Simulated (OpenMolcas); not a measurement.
**Tc⁵⁺: CASSCF and CASPT2 terms and fine-structure levels**

Aim: the low terms and levels of Tc⁵⁺, with their order and spacing, then second-order correlation under several settings.

Program: OpenMolcas 26.06. Level of theory: state-averaged CASSCF and CASPT2, spin-orbit coupling by RASSI with atomic mean-field integrals. These are calculated values, not measurements, unless marked.

**1. Starting point**

| Item | Value |
| --- | --- |
| Species | Tc⁵⁺ (technetium, Z = 43, 38 electrons) |
| Basis | ANO-RCC-VQZP [8s7p5d3f2g1h], 104 functions |
| Scalar Hamiltonian | DKH2, point nucleus |
| Inactive shells | 1s 2s 2p 3s 3p 3d 4s 4p |
| Active space | 2 electrons in 10 orbitals (4d 5d) |
| Some configurations of this space | 4d² |
| Orbitals | optimised for each spin and parity, averaged over all roots |

The outer shells:

4d2
```
4d [↑ ][↑ ][  ][  ][  ]
```

Each step is its own input file, run in one work folder so that later steps find the files of earlier ones. Labels, J, g values, rates, χT and fits are worked out afterwards by a script from the matrices that RASSI stores.

**2. One- and two-electron integrals**

Input file a.inp:

```
&GATEWAY
Coord
1

Tc 0.0 0.0 0.0
Basis=ANO-RCC-VQZP
Group=XYZ
NoMove
AngMom=0.0 0.0 0.0
AMFI
&SEWARD
```

**3. A small preliminary run for start orbitals**

Input file a.inp:

```
&RASSCF
FileOrb=start.orb
Symmetry=1
Spin=3
nActEl=2 0 0
Inactive=9 9
Ras2=5 0
CIRoot=10 10 1
SDav=10
CIMx=300
Iter=120 100
PrWF=0.3
OrbListing=Nothing
MaxOrb=0
Atom
>>> COPY $Project.JobIph JOBPRE
```

**4. CASSCF: triplets of even parity, 10 roots**

Input file a.inp:

```
&RASSCF
FileOrb=start.orb
Symmetry=1
Spin=3
nActEl=2 0 0
Inactive=9 9
Ras2=10 0
CIRoot=10 10 1
SDav=45
CIMx=300
Iter=120 100
PrWF=0.3
OrbListing=Nothing
MaxOrb=0
Atom
>>> COPY $Project.JobIph JOB001
```

**5. CASSCF: singlets of even parity, 15 roots**

Input file a.inp:

```
&RASSCF
FileOrb=start.orb
Symmetry=1
Spin=1
nActEl=2 0 0
Inactive=9 9
Ras2=10 0
CIRoot=15 15 1
SDav=55
CIMx=300
Iter=120 100
PrWF=0.3
OrbListing=Nothing
MaxOrb=0
Atom
>>> COPY $Project.JobIph JOB002
```

**6. RASSI: spin-orbit coupling between the states**

Input file a.inp:

```
&RASSI
NrOfJobIphs=2 10 15
1 2 3 4 5 6 7 8 9 10
1 2 3 4 5 6 7 8 9 10 11 12 13 14 15
IphNames
JOB001
JOB002
EJob
SpinOrbit
DIPRint=1.0
SOCoupling=1000.0
Subsets=2
MEES
Property=10
'ANGMOM' 1 'ANGMOM' 2 'ANGMOM' 3 'MLTPL  1' 1 'MLTPL  1' 2 'MLTPL  1' 3
'AMFI' 1 'AMFI' 2 'AMFI' 3 'MLTPL  2' 6
SOProperty=3
'ANGMOM' 1 'ANGMOM' 2 'ANGMOM' 3
```

**7. CASPT2: IPEA 0.25, imaginary shift 0.1 (closed shells correlated: 4s 4p)**

Input file a.inp:

```
>>> COPY JOB001 $Project.JobIph
&CASPT2
Multistate=10 1 2 3 4 5 6 7 8 9 10
Frozen=8 6
IPEA=0.25
Imaginary=0.1
MaxIter=60
WThr=0.0 0.3 0.05
PrWF=0.5
NoMix
>>> COPY JOB002 $Project.JobIph
&CASPT2
Multistate=15 1 2 3 4 5 6 7 8 9 10 11 12 13 14 15
Frozen=8 6
IPEA=0.25
Imaginary=0.1
MaxIter=60
WThr=0.0 0.3 0.05
PrWF=0.5
NoMix
```

**8. CASPT2: IPEA 0.5, imaginary shift 0.1 (closed shells correlated: 4s 4p)**

a.inp: that of step 7 with these lines changed.

```diff
@@ -4,3 +4,3 @@
 Frozen=8 6
-IPEA=0.25
+IPEA=0.5
 Imaginary=0.1
@@ -14,3 +14,3 @@
 Frozen=8 6
-IPEA=0.25
+IPEA=0.5
 Imaginary=0.1
```

(Steps that only read results are left out.)

Before running it: what results should come out? Wanted: lowest level; first excited level; lowest level of another term; spin-orbit lowering of the lowest level; strongest of the lines computed, by gA.

**Answer**, as computed:

| quantity | value |
| --- | --- |
| method | SS-CASPT2, IPEA 0.25, imaginary shift 0.1 (closed shells correlated: 4s 4p) |
| lowest level | 4d² ³F₂, 98 % of that term, g = 0.674 |
| ground level listed by NIST | 3F2 |
| first excited level | 4d² ³F₃ at 2010 cm⁻¹ |
| lowest level of another term | 4d² ¹D₂ at 11590 cm⁻¹ |
| spin-orbit lowering of the lowest level | 2595 cm⁻¹ |
| strongest of the lines computed, by gA (one parity, so forbidden lines), at SS-CASPT2 energies | 4d² ¹S₀ → 4d² ¹D₂, 311.8 nm, A = 1.69e+01 s⁻¹ |

Cost and accuracy by method:

| method | time of its own steps | time with the reference | mean absolute difference from method B (cm-1) |
| --- | --- | --- | --- |
| A. CASSCF | 30 s | 30 s | 2100 |
| B. SS-CASPT2, IPEA 0.25, imaginary shift 0.1, +4s 4p | 2.2 min | 2.7 min | 0 |
| C. SS-CASPT2, IPEA 0.5, imaginary shift 0.1, +4s 4p | 2.3 min | 2.8 min | 91 |

Times are of one thread on a shared host.

The multiplet ³F is regular; its intervals divided by the larger J differ by 18 % of their mean, where Landé's rule for pure LS coupling makes them equal. Second-order correlation (method B) scales the levels of the lowest configuration above 5000 cm⁻¹ by 0.81 to 0.88. Only the configurations of the active space and the roots asked for are present. Not all states of the active space went into the spin-orbit step. CASPT2 does not keep the components of a term degenerate, and the means are used. The levels of the extra active shells were not computed. Levels of other configurations are missing from the list.
